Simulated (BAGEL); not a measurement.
# CH2GaNO (SMILES N#[C][GaH][OH]) at HF/6-31G(d) (density fitting with qzvpp-jkfit, spherical functions)

What is the energy change on altering one bond length of CH2GaNO at HF/6-31G* (density fitting with qzvpp-jkfit, spherical functions)? 

The calculation is run with BAGEL 1.2.2.

6 further runs of the same task are left out: 6 that didn't finish.

## Step 1: The structure to begin with

CH2GaNO has 6 atoms, charge 0, and is taken as a singlet. As SMILES, `N#[C][GaH][OH]`. Geometry: a GFN2-xTB relaxation, a rough one for these elements and not checked as a minimum. This is one conformer, not always the lowest.

Bond lengths: N1–C2 1.146 Å, C2–Ga3 1.985 Å, Ga3–O4 1.690 Å, Ga3–H5 1.540 Å, O4–H6 0.951 Å. Angles: N1–C2–Ga3 177.3°, C2–Ga3–O4 112.1°, C2–Ga3–H5 120.9°, O4–Ga3–H5 127.0°, Ga3–O4–H6 156.5°.

## Step 2: The energy at HF/6-31G(d) (density fitting with qzvpp-jkfit, spherical functions)

File hf.json:

```json
{ "bagel": [

{
  "title": "molecule",
  "basis": "6-31gs.json",
  "df_basis": "qzvpp-jkfit",
  "angstrom": true,
  "geometry": [
    { "atom": "N", "xyz": [       1.518790,      -1.865140,       1.378610 ] },
    { "atom": "C", "xyz": [       0.999460,      -1.077100,       0.727680 ] },
    { "atom": "Ga", "xyz": [       0.178360,       0.295220,      -0.447630 ] },
    { "atom": "O", "xyz": [      -1.410450,       0.651240,       0.004930 ] },
    { "atom": "H", "xyz": [       0.970070,       0.912550,      -1.616000 ] },
    { "atom": "H", "xyz": [      -2.256220,       1.083230,      -0.047590 ] }
  ]
},

{ "title": "hf" },

{ "title": "print", "file": "orbitals.molden", "orbitals": true }

]}
```

The basis set 6-31G* is read from a file made from the Basis Set Exchange's data (not shown).

The run is started by

```bash
$ BAGEL_NUM_THREADS=1 BAGEL hf.json > hf.out
```

The program printed:

```text
* using 1 threads per process

  ===============================================================
  ===============================================================

  *** Geometry ***

  { "atom" : "N", "xyz" : [      2.870097,     -3.524604,      2.605195 ] },
  { "atom" : "C", "xyz" : [      1.888706,     -2.035424,      1.375116 ] },
  { "atom" : "Ga", "xyz" : [      0.337052,      0.557885,     -0.845898 ] },
  { "atom" : "O", "xyz" : [     -2.665364,      1.230665,      0.009316 ] },
  { "atom" : "H", "xyz" : [      1.833167,      1.724470,     -3.053797 ] },
  { "atom" : "H", "xyz" : [     -4.263638,      2.047008,     -0.089932 ] },

  Number of auxiliary basis functions:      531

  Since a DF basis is specified, we compute 2- and 3-index integrals:
    o Being stored without compression. Storage requirement is 0.026 GB

  Number of basis functions:       78
  Number of electrons      :       54

    * METHOD: MOLECULE                             0.31

  *** RHF ***

  === Nuclear Repulsion ===
   225.3869946721

      * DIIS with orbital gradients will be used.

  === RHF iteration (6-31gs.json) ===
      0      -2090.96586577          0.02808851           0.08
      1      -2091.10546021          0.02366038           0.08
      2      -2091.30959882          0.00216778           0.08
      3      -2091.31197313          0.00114075           0.08
      4      -2091.31255233          0.00022333           0.07
      5      -2091.31258333          0.00006969           0.08
      6      -2091.31258777          0.00002893           0.07
      7      -2091.31258879          0.00001418           0.08
      8      -2091.31258900          0.00000824           0.08
      9      -2091.31258910          0.00000417           0.08
     10      -2091.31258912          0.00000284           0.08
     11      -2091.31258913          0.00000052           0.08
     12      -2091.31258913          0.00000022           0.08
     13      -2091.31258913          0.00000010           0.07
     14      -2091.31258913          0.00000004           0.08
     15      -2091.31258913          0.00000002           0.08
     16      -2091.31258913          0.00000001           0.08
     17      -2091.31258913          0.00000001           0.08
    * SCF iteration converged.

    * Permanent dipole moment:
           (    0.863444,    -1.357003,     1.139384) a.u.

    * METHOD: HF                                   1.61

    * METHOD: PRINT                                0.02

  ===============================================================
```

Wall time 2.1 s (1 thread of Arm Neoverse V1, shared host); peak memory 0.13 GiB.

## Step 3: The distorted shape

File calc.json:

```json
{ "bagel" : [

{
  "title" : "molecule",
  "basis" : "6-31gs.json",
  "df_basis" : "qzvpp-jkfit",
  "angstrom" : "true",
  "geometry" : [
    { "atom" : "N", "xyz" : [       1.772517,      -1.994735,       1.394366 ] },
    { "atom" : "C", "xyz" : [       1.253187,      -1.206695,       0.743436 ] },
    { "atom" : "Ga", "xyz" : [       0.432087,       0.165625,      -0.431874 ] },
    { "atom" : "O", "xyz" : [      -1.156723,       0.521645,       0.020686 ] },
    { "atom" : "H", "xyz" : [       1.223797,       0.782955,      -1.600244 ] },
    { "atom" : "H", "xyz" : [      -2.256220,       1.083230,      -0.047590 ] }
  ]
},

{
  "title" : "hf"
},

{
  "title" : "print",
  "file" : "orbitals.molden",
  "orbitals" : "true"
}

]}
```

The basis set 6-31G* is read from a file made from the Basis Set Exchange's data (not shown).

The run is started by

```bash
$ BAGEL_NUM_THREADS=1 BAGEL calc.json > calc.out
```

The program printed:

```text
* using 1 threads per process

  ===============================================================
  ===============================================================

  *** Geometry ***

  { "atom" : "N", "xyz" : [      3.349572,     -3.769503,      2.634970 ] },
  { "atom" : "C", "xyz" : [      2.368180,     -2.280323,      1.404890 ] },
  { "atom" : "Ga", "xyz" : [      0.816526,      0.312986,     -0.816124 ] },
  { "atom" : "O", "xyz" : [     -2.185890,      0.985766,      0.039091 ] },
  { "atom" : "H", "xyz" : [      2.312641,      1.479571,     -3.024023 ] },
  { "atom" : "H", "xyz" : [     -4.263638,      2.047008,     -0.089932 ] },

  Number of auxiliary basis functions:      531

  Since a DF basis is specified, we compute 2- and 3-index integrals:
    o Being stored without compression. Storage requirement is 0.026 GB

  Number of basis functions:       78
  Number of electrons      :       54

    * METHOD: MOLECULE                             0.31

  *** RHF ***

  === Nuclear Repulsion ===
   223.6491721066

      * DIIS with orbital gradients will be used.

  === RHF iteration (6-31gs.json) ===
      0      -2090.89385489          0.02869941           0.08
      1      -2091.02050660          0.02504056           0.08
      2      -2091.25326040          0.00199913           0.08
      3      -2091.25574655          0.00088877           0.08
      4      -2091.25611502          0.00026879           0.08
      5      -2091.25615555          0.00008628           0.08
      6      -2091.25616225          0.00003147           0.08
      7      -2091.25616375          0.00001227           0.07
      8      -2091.25616397          0.00000740           0.08
      9      -2091.25616405          0.00000367           0.08
     10      -2091.25616407          0.00000104           0.08
     11      -2091.25616407          0.00000057           0.08
     12      -2091.25616407          0.00000025           0.08
     13      -2091.25616407          0.00000011           0.08
     14      -2091.25616407          0.00000004           0.07
     15      -2091.25616407          0.00000002           0.08
     16      -2091.25616407          0.00000001           0.08
    * SCF iteration converged.

    * Permanent dipole moment:
           (    1.069209,    -1.450851,     1.138598) a.u.

    * METHOD: HF                                   1.55

    * METHOD: PRINT                                0.02

  ===============================================================
```

It took 2 s on 1 thread of Arm Neoverse V1, shared host; peak memory 0.13 GiB.

## Step 4: Outcome

Level: HF/6-31G* (density fitting with qzvpp-jkfit, spherical functions).

```
                                                         quantity           value
                                        first shape: total energy  -2091.31259 Eh
                                       first shape: dipole moment          5.01 D
                                         first shape: HOMO energy       -12.54 eV
                                         first shape: LUMO energy         1.07 eV
                                       first shape: HOMO–LUMO gap        13.61 eV
                                    distorted shape: total energy  -2091.25616 Eh
                                   distorted shape: dipole moment          5.42 D
                                     distorted shape: HOMO energy       -12.45 eV
                                     distorted shape: LUMO energy         1.18 eV
                                   distorted shape: HOMO–LUMO gap        13.63 eV
energy change with the O4–H6 bond stretched from 0.951 to 1.237 Å        1.535 eV
```

**Reading.** With the O4–H6 bond stretched from 0.951 to 1.237 Å the energy rises by 1.54 eV (35 kcal/mol). The first shape isn't relaxed at this level, so the change isn't measured from a minimum.
